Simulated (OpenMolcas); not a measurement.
**Cr⁴⁺ among point charges: CASSCF and CASPT2 levels and susceptibility**

Aim: the splitting of the states of Cr⁴⁺ in the field of 6 point charges, its lowest levels with spin-orbit coupling and its magnetic susceptibility.

The numbers are computed with OpenMolcas 26.06 (state-averaged CASSCF and CASPT2, spin-orbit coupling by RASSI with atomic mean-field integrals), except any that are marked as measured or tabulated.

## Step 1: The system

```
Species                           : Cr⁴⁺ (chromium, Z = 24, 20 electrons)
Basis                             : ANO-RCC-VDZP [5s4p2d1f], 34 functions
Scalar Hamiltonian                : DKH2, point nucleus
Inactive shells                   : 1s 2s 2p 3s 3p
Active space                      : 2 electrons in 5 orbitals (3d)
Some configurations of this space : 3d²
Orbitals                          : optimised for each spin and parity, averaged over all roots
```

The outer shells:

3d2
```
3d [↑ ][↑ ][  ][  ][  ]
```

The ion sits among 6 point charges of -2 e arranged as a trigonal prism (D3h), 1.87 Å from the ion, with a polar angle of 39.8° against the regular 49.1°.

Each step is its own input file, run in one work folder so that later steps find the files of earlier ones. Labels, J, g values, rates, χT and fits are worked out afterwards by a script from the matrices that RASSI stores.

## Step 2: One- and two-electron integrals

a.inp

```
&GATEWAY
Coord
1

Cr 0.0 0.0 0.0
Basis=ANO-RCC-VDZP
Group=NoSym
NoMove
AngMom=0.0 0.0 0.0
AMFI
XField
6 Angstrom 0
1.196278 0.000000 1.437296 -2.000000
-0.598139 1.036007 1.437296 -2.000000
-0.598139 -1.036007 1.437296 -2.000000
1.196278 0.000000 -1.437296 -2.000000
-0.598139 1.036007 -1.437296 -2.000000
-0.598139 -1.036007 -1.437296 -2.000000
&SEWARD
```

Started as:

```bash
OMP_NUM_THREADS=1 MOLCAS_MEM=1689 MOLCAS_PROJECT=a pymolcas a.inp > a.log
```

## Step 3: Reference wave functions, triplets, 10 roots

a.inp

```
&RASSCF
FileOrb=start.orb
Symmetry=1
Spin=3
nActEl=2 0 0
Inactive=9
Ras2=5
CIRoot=10 10 1
SDav=10
CIMx=300
Iter=120 100
PrWF=0.3
OrbListing=Nothing
MaxOrb=0
>>> COPY $Project.JobIph JOB001
```

start.orb holds the contracted functions of the basis, ordered by shell, or the orbitals of the step before.

## Step 4: CASSCF: singlets, 15 roots

a.inp

```
&RASSCF
FileOrb=start.orb
Symmetry=1
Spin=1
nActEl=2 0 0
Inactive=9
Ras2=5
CIRoot=15 15 1
SDav=15
CIMx=300
Iter=120 100
PrWF=0.3
OrbListing=Nothing
MaxOrb=0
>>> COPY $Project.JobIph JOB002
```

## Step 5: RASSI: spin-orbit coupling between the states

a.inp

```
&RASSI
NrOfJobIphs=2 10 15
1 2 3 4 5 6 7 8 9 10
1 2 3 4 5 6 7 8 9 10 11 12 13 14 15
IphNames
JOB001
JOB002
EJob
SpinOrbit
DIPRint=1.0
SOCoupling=1000.0
Subsets=2
Property=9
'ANGMOM' 1 'ANGMOM' 2 'ANGMOM' 3 'MLTPL  1' 1 'MLTPL  1' 2 'MLTPL  1' 3
'AMFI' 1 'AMFI' 2 'AMFI' 3
SOProperty=3
'ANGMOM' 1 'ANGMOM' 2 'ANGMOM' 3
```

## Step 6: CASPT2: IPEA 0.25, imaginary shift 0.1 (closed shells correlated: 3s 3p)

a.inp

```
>>> COPY JOB001 $Project.JobIph
&CASPT2
Multistate=10 1 2 3 4 5 6 7 8 9 10
NoMult
Frozen=5
IPEA=0.25
Imaginary=0.1
MaxIter=60
WThr=0.0 0.3 0.05
PrWF=0.5
NoMix
>>> COPY JOB002 $Project.JobIph
&CASPT2
Multistate=15 1 2 3 4 5 6 7 8 9 10 11 12 13 14 15
NoMult
Frozen=5
IPEA=0.25
Imaginary=0.1
MaxIter=60
WThr=0.0 0.3 0.05
PrWF=0.5
NoMix
```

(Steps that only read results are left out.)

What does the calculation give? Wanted: spin-free ground state; first state of the same spin within the active space; lowest level; next level.

As calculated:

```
                                            quantity                                                                        value
                                              method  SS-CASPT2, IPEA 0.25, imaginary shift 0.1 (closed shells correlated: 3s 3p)
                              spin-free ground state                                              3A2, 1-fold in its orbital part
first state of the same spin within the active space                                                             3A2 at 2070 cm⁻¹
                                        lowest level                                                                    1-fold A1
                                          next level                                                                    58.3 cm⁻¹
                                         χT at 300 K                                                               0.90 cm³ K/mol
                           effective moment at 300 K                                                                      2.69 μB
```

Cost by method:

| method | time of its own steps | time with the reference |
| --- | --- | --- |
| A. CASSCF | 7.9 s | 7.9 s |
| B. SS-CASPT2, IPEA 0.25, imaginary shift 0.1, +3s 3p | 2.9 s | 11 s |

Times are of one thread on a shared host.

In words: The spin-free ground state (3A2) comes to 58 % from free-ion F terms and keeps the highest spin of the shell. χT at 300 K is 0.90, against 1.00 cm³ K/mol for the spin alone, so spin-orbit coupling lowers it. CASPT2 does not keep the components of a term degenerate, and the means are used. The field of point charges can differ much from that of real complexes. Point charges carry no covalency, so the field is a model and not that of real ligands.
